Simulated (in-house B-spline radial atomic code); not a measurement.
# Ba³⁷⁺: a test of the Gauss points an interval

How far can the Gauss points an interval be changed before the Ba³⁷⁺ run goes wrong?

The numbers are computed with in-house B-spline radial atomic code version 1 (Dirac-Coulomb PBE, spherical fractional occupations, Fermi nucleus, basis-set limit), except any that are marked as measured or tabulated.

## 1. The atom as given

```
element       : barium (Z = 56)
charge        : +37
electrons     : 19
configuration : [Ar] 3d1
Hamiltonian   : Dirac-Coulomb
nucleus       : Fermi, rms radius 4.838 fm
```

Outer shells as boxes (Hund's rule):

[Ar] 3d1
```
[Ar] core
3d [↑ ][  ][  ][  ][  ]
```

The boxes only draw the filling; these runs are spin-restricted and spherical.

A run counts as converged when the orbital gradient is under the tolerance times 56 hartree (or under the basis's noise floor) and the energy moved by less than 1e-8 hartree times the root of its size. Energy differences under 2e-05 hartree are noise.

## 2. Reference run with standard settings

Input settings:

```ini
Z = 56
electrons = 19.0
configuration = [Ar] 3d1
hamiltonian = dirac
method = pbe,pbe
spin_polarised = False
nucleus = fermi
rms_radius = 4.8378
mass_number = 138
atomic_mass = 137.905247059
speed_of_light = 137.035999084
knot_spacing = 0.22
spline_order = 8
gauss_points = 12
box_radius = 1.59
max_iterations = 70
damping = 0.5
damped_steps = 3
diis_vectors = 10
tolerance = 1e-08
start = Thomas-Fermi
```

Started as:

```
> python run_scf.py task.json out
```

task.json lists these runs, among others, and the program works through them in turn.

## 3. Gauss points an interval 3

Settings: those of step 2 with these lines changed.

```diff
@@ -13,3 +13,3 @@
 spline_order = 8
-gauss_points = 12
+gauss_points = 3
 box_radius = 1.59
```

## 4. Gauss points an interval 4

Settings: those of step 3 with these lines changed.

```diff
@@ -13,3 +13,3 @@
 spline_order = 8
-gauss_points = 3
+gauss_points = 4
 box_radius = 1.59
```

## 5. Gauss points an interval 5

Settings: those of step 4 with these lines changed.

```diff
@@ -13,3 +13,3 @@
 spline_order = 8
-gauss_points = 4
+gauss_points = 5
 box_radius = 1.59
```

## 6. Gauss points an interval 6

Settings: those of step 5 with these lines changed.

```diff
@@ -13,3 +13,3 @@
 spline_order = 8
-gauss_points = 5
+gauss_points = 6
 box_radius = 1.59
```

## 7. Gauss points an interval 8

Settings: those of step 6 with these lines changed.

```diff
@@ -13,3 +13,3 @@
 spline_order = 8
-gauss_points = 6
+gauss_points = 8
 box_radius = 1.59
```

## 8. Gauss points an interval 16

Settings: those of step 7 with these lines changed.

```diff
@@ -13,3 +13,3 @@
 spline_order = 8
-gauss_points = 8
+gauss_points = 16
 box_radius = 1.59
```

Which of these runs converge to the reference energy, which miss it and by about how much, and which fail?

The runs gave:

| run | outcome | iterations | energy less the reference (hartree) |
| --- | --- | --- | --- |
| reference | converged | 8 | 0 |
| Gauss points an interval 3 | converged | 7 | +0.000477 |
| Gauss points an interval 4 | converged | 8 | below noise |
| Gauss points an interval 5 | converged | 8 | below noise |
| Gauss points an interval 6 | converged | 8 | below noise |
| Gauss points an interval 8 | converged | 8 | below noise |
| Gauss points an interval 16 | converged | 8 | below noise |

Of 6 changed inputs, 5 gave the reference energy within 2e-05 hartree and 1 converged to another value. The worst converged miss is +0.000477 hartree (Gauss points an interval 3): the integrals are too coarse.
